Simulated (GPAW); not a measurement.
**MgI2: band structure with LDA**

MgI2:

```xyz
3
Lattice="4.1400 0.0000 0.0000 -2.0700 3.5853 0.0000 0.0000 0.0000 6.8800" Properties=species:S:1:pos:R:3 pbc="T T T"
I     2.0700    1.1951    5.1600
I     0.0000    2.3902    1.7200
Mg    0.0000    0.0000    0.0000
```

```json
{
  "Program": "GPAW 26.7.0",
  "Task": "band structure",
  "Functional": "LDA",
  "Potentials or basis": "the program's PAW data sets (release 1.2.1) made for this functional",
  "Cutoff": "800 eV",
  "Basis": "pw",
  "k mesh": "6 × 6 × 3",
  "Occupations": "fermi-dirac, width 0.05 eV",
  "Spin": "no spin polarisation",
  "Maxiter": "150",
  "Band path": "GMKGALHA,LM,KH",
  "Band points": "60"
}
```

```yaml
Pressure: -2.0 GPa
Largest_force: 0.373 eV/Å
Band_gap_on_the_k_mesh: 3.32 eV, indirect (least direct gap 3.38 eV)
Band_gap_along_the_path: 3.32 eV, indirect (least direct gap 3.38 eV)
```

Forces in eV/Å, atoms in the order of the input:
```
I    0.000  0.000  0.373
I    0.000  0.000 -0.373
Mg   0.000  0.000  0.000
```

Stress tensor (GPa, compression positive):
```
-1.76  0.00  0.00
 0.00 -1.76  0.00
 0.00  0.00 -2.35
```

Levels at the corners of the path, in eV from the valence-band top:
| point | band 9 | band 10 | band 11 | band 12 | band 13 | band 14 | band 15 | band 16 |
| --- | --- | --- | --- | --- | --- | --- | --- | --- |
| Γ | -0.36 | -0.02 | 0.00 | 0.00 | 3.38 | 4.71 | 6.76 | 6.76 |
| M | -1.95 | -1.30 | -0.98 | -0.41 | 3.54 | 5.14 | 5.28 | 6.80 |
| K | -2.31 | -1.89 | -1.33 | -1.33 | 3.60 | 7.10 | 7.10 | 7.58 |
| Γ | -0.36 | -0.02 | 0.00 | 0.00 | 3.38 | 4.71 | 6.76 | 6.76 |
| A | -0.24 | -0.24 | -0.13 | -0.13 | 4.52 | 4.77 | 6.55 | 6.55 |
| L | -1.12 | -1.08 | -0.85 | -0.70 | 3.35 | 4.93 | 5.59 | 5.88 |
| H | -2.76 | -2.27 | -0.55 | -0.55 | 4.59 | 5.47 | 5.47 | 7.05 |
| A | -0.24 | -0.24 | -0.13 | -0.13 | 4.52 | 4.77 | 6.55 | 6.55 |
| L | -1.12 | -1.08 | -0.85 | -0.70 | 3.35 | 4.93 | 5.59 | 5.88 |
| M | -1.95 | -1.30 | -0.98 | -0.41 | 3.54 | 5.14 | 5.28 | 6.80 |
| K | -2.31 | -1.89 | -1.33 | -1.33 | 3.60 | 7.10 | 7.10 | 7.58 |
| H | -2.76 | -2.27 | -0.55 | -0.55 | 4.59 | 5.47 | 5.47 | 7.05 |

Wall time 2 min on 1 thread of Arm Neoverse V2, with other jobs on the host, peak memory 0.53 GiB.

Caveat: spin-orbit coupling is left out, which moves the levels of the heavy elements; the cell's inner coordinates are idealised or old, which leaves forces on the atoms. LDA gaps usually lie below the measured ones, often by a third to a half.
